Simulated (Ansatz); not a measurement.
**C2F4O: how energies converge with the basis set**

The task here is to estimate one member of a computed series from the others.

Computed with Ansatz 0.2.0, Gaussian basis. Level: one geometry, several basis sets.

Plan: PBE0-D4/def2-SVP; ωB97M-V/def2-SVP; PBE0-D4/def2-QZVPP; ωB97M-V/def2-QZVPP; the functionals' def2-TZVPP values are taken from earlier runs.

**The relaxed structure**

The geometry comes from an earlier relaxation with PBE0-D4 in a triple-zeta def2 set; it is a stationary point, not always the lowest conformer.

SMILES `FC1(F)OC1(F)F`, 7 atoms, charge 0, spin multiplicity 1.

Atoms are counted from 1 here; the program's logs count them from 0.

Bond lengths: F1–C2 1.318 Å, C2–F3 1.318 Å, C2–O4 1.391 Å, C2–C5 1.447 Å, O4–C5 1.391 Å, C5–F6 1.318 Å, C5–F7 1.318 Å. Angles: F1–C2–F3 110.0°, F1–C2–O4 116.2°, F1–C2–C5 122.9°, F3–C2–O4 116.2°, F3–C2–C5 122.9°, O4–C2–C5 58.7°, C2–O4–C5 62.7°, C2–C5–O4 58.7°, C2–C5–F6 122.9°, C2–C5–F7 122.9°, O4–C5–F6 116.2°, O4–C5–F7 116.2°, F6–C5–F7 110.0°.

The first run:

Input file in.yaml:

```yaml
crystal:
  periodic: [false, false, false]
  atoms:
    - {symbol: F, position_ang: [-0.308058, -1.170472, 1.357953]}
    - {symbol: C, position_ang: [-0.119923, -0.707212, 0.138730]}
    - {symbol: F, position_ang: [-0.611672, -1.552368, -0.744673]}
    - {symbol: O, position_ang: [1.144563, -0.197788, -0.136382]}
    - {symbol: C, position_ang: [0.080193, 0.697284, -0.145254]}
    - {symbol: F, position_ang: [0.089851, 1.622257, 0.793280]}
    - {symbol: F, position_ang: [-0.213754, 1.240398, -1.309353]}
basis:
  gaussian: {orbitals: def2-SVP}
hamiltonian: {xc: pbe0, dispersion: d4}
output: {orbitals: {seedname: orbitals}}
```

Steps of the session up to this table: PBE0-D4 in def2-SVP; ωB97M-V in def2-SVP; PBE0-D4 in def2-QZVPP; ωB97M-V in def2-QZVPP.

One table of the session follows, with a row left open; its other results are not shown here.

| functional | basis | HOMO (eV) | LUMO (eV) |
| --- | --- | --- | --- |
| PBE0-D4 | def2-SVP | -9.80 | 2.88 |
| PBE0-D4 | def2-TZVPP | -9.91 | 1.91 |
| PBE0-D4 | def2-QZVPP | -9.96 | 1.56 |
| ωB97M-V | def2-SVP | ? | ? |
| ωB97M-V | def2-TZVPP | -12.28 | 3.57 |
| ωB97M-V | def2-QZVPP | -12.33 | 2.97 |

Estimate the missing values for ωB97M-V, def2-SVP.

**Answer.** HOMO (eV): -12.14; LUMO (eV): 5.36. In the column «HOMO (eV)» it lies between ωB97M-V, def2-TZVPP (-12.28) and PBE0-D4, def2-QZVPP (-9.96).
